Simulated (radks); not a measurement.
# Nuclear size and the levels of Mn⁺

One table from this session's results is given with a row withheld; the runs are named, their logs left out.

Program: radks (a radial shooting solver on a logarithmic mesh, Libxc functionals) version 1. Level of theory: Dirac Kohn-Sham, LDA (Slater exchange, Perdew-Wang correlation), spin-unpolarised, spherical densities, finite nucleus; open shells are shared between the two j in proportion to 2j + 1. These are calculated values, not measurements, unless marked.

## What is computed

- element: manganese (Z = 25)
- charge: +1
- electrons: 24
- configuration: [Ar] 3d5 4s1
- nuclear rms radius: 3.7057 fm

Outer shells as boxes (Hund's rule):

Mn⁺
```
[Ar] core
3d [↑ ][↑ ][↑ ][↑ ][↑ ]
4s [↑ ]
```

Set-up of the first run:

Settings of this run:

```text
Z 25
configuration [Ar] 3d5 4s1 4p0 5s0
relativity Dirac
functional lda,pw
spin unpolarised
j_filling average
nucleus finite rms 3.7057 fm
c 137.035999084
```

The run is started by

```sh
$ python run_ks.py task.json out
```

All runs below come from this command, one after another.

Steps of the session up to this table: rms radius 3.7057 fm.

One of the session's tables, all rows but one given; the rest of the session is left out.

It belongs to the step «rms radius 3.7057 fm». Sizes of the orbitals, from the radial functions (bohr):

| level | <r> | outermost maximum (interpolated) | 90 % within | nodes |
| --- | --- | --- | --- | --- |
| 3p1/2 | 0.8994 | 0.747 | 1.39 | 1 |
| 3p3/2 | 0.9087 | 0.754 | 1.40 | 1 |
| 3d3/2 | 1.184 | 0.756 | 2.07 | 0 |
| 3d5/2 | 1.189 | 0.759 | 2.08 | 0 |
| 4s1/2 | 2.782 | 2.37 | 4.14 | 3 |
| 4p1/2 | 3.455 | 2.90 | 5.20 | 2 |
| 4p3/2 | ? | ? | ? | ? |
| 5s1/2 | 7.013 | 6.39 | 10.2 | 4 |

Q: Estimate the row for 4p3/2 from the others.

The run gave: <r>: 3.483; outermost maximum (interpolated): 2.93; 90 % within: 5.24; nodes: 2. In the column «<r>» it lies between 4p1/2 (3.455) and 5s1/2 (7.013).
